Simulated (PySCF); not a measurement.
# TlIn+: bond curves at several levels of theory

An exercise on one series of results from a longer session: the logs are not shown, and one member is left open.

Program: PySCF 2.14.0. Level of theory: Tl cc-pVDZ-PP with ECP60, In cc-pVDZ-PP with ECP28, scalar-relativistic core potentials. These are calculated values, not measurements.

The first run:

The job is set up so:

```
atoms                         : Tl, In
charge                        : 1
basis                         : Tl cc-pVDZ-PP with ECP60, In cc-pVDZ-PP with ECP28
Hamiltonian                   : scalar-relativistic core potentials
basis functions               : 46
electrons treated             : 41
masses in u                   : 204.9744, 114.9039
levels                        : PBE0, PBE, r²SCAN, BLYP, M06, B97-3, HSE06, HF, MP2, SCS-MP2, CCSD, CCSD(T)
grid                          : 80 radial by 434 angular points
occupations                   : held fixed by the projection of orbital angular momentum
dissociation limit            : Tl + In+, each in its ground configuration
starting distance in angstrom : 2.920
values of 2S to try           : 1, 3
```

On the command line:

```sh
$ OMP_NUM_THREADS=1 python dia.py task.json out
```

Steps of the session up to this table: The job; The PBE0 curve of the state that the search chose; Other states along the same grid; PBE; r²SCAN; BLYP (GGA); M06; B97-3 (global hybrid GGA); HSE06; UHF; MP2 and coupled cluster.

One table of the session follows, with a row left open; its other results are not shown here.

Differences from CCSD(T) in the same basis:

```
      level  Re (mÅ)  ωe (%)
        UHF     +108    -8.9
    UHF-MP2        ?       ?
UHF-SCS-MP2      +29    -3.8
   UHF-CCSD      +13    -1.1
        PBE      +74   -12.7
       BLYP     +187   -21.8
     r²SCAN      +12    -7.3
       PBE0       +7    -5.5
      B97-3     +100   -10.3
        M06      +26    -2.9
      HSE06      +13    -7.0
```

Q: Estimate the row for UHF-MP2 from the others.

As computed: Re (mÅ): -9; ωe (%): -0.9. In the column «Re (mÅ)» it is the lowest.
